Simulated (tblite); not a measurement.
**C₄H₁₀GaN: geometry, infrared bands and NMR shifts**

Computed with tblite 0.8.0 and PySCF 2.14.0, with density-fitted response routines of our own, on a single molecule in the gas phase. Atoms are numbered from 0 throughout.

### 1 The molecule as given

16 atoms, charge 0, multiplicity 1; geometry from: force field or distance geometry start.

Bonds of the start (Å): Ga0–N1 2.00, N1–C2 1.43, C2–C3 1.53, C3–C4 1.54, C4–C5 1.50, C5–N1 1.47, Ga0–H6 1.60, Ga0–H7 1.56, C2–H8 1.09, C2–H9 1.11, C3–H10 1.09, C3–H11 1.09, C4–H12 1.12, C4–H13 1.09, C5–H14 1.12, C5–H15 1.12.

### 2 Optimising the geometry with GFN2-xTB

What the job is given:

```
{"job": {"kind": "relax", "xc": "GFN2-xTB", "basis": "xTB"}, "charge": 0, "multiplicity": 1}
Ga     2.271600     0.754900     0.100300
N      0.824700    -0.599900    -0.157000
C     -0.114500    -0.254200    -1.183700
C     -1.009800     0.716800    -0.409900
C     -1.350500    -0.225000     0.764700
C     -0.019500    -0.867500     1.010600
H      2.048800     2.157800    -0.626100
H      3.531100    -0.136200     0.357900
H      0.334600     0.198900    -2.070700
H     -0.744400    -1.141600    -1.381300
H     -1.913300     1.000400    -0.959500
H     -0.376200     1.536100    -0.075800
H     -2.081900    -0.944200     0.314600
H     -1.772900     0.300100     1.615200
H      0.443300    -0.505700     1.960600
H     -0.078700    -1.981800     1.087700
```

Run with:

```console
> OMP_NUM_THREADS=1 python probes_run.py task.json out
```

One launch serves the whole session: the jobs run in the order shown.

**Question.** How long does this first job take on 1 thread of Intel Xeon at 2.50GHz, shared host?

About 1.5 s.
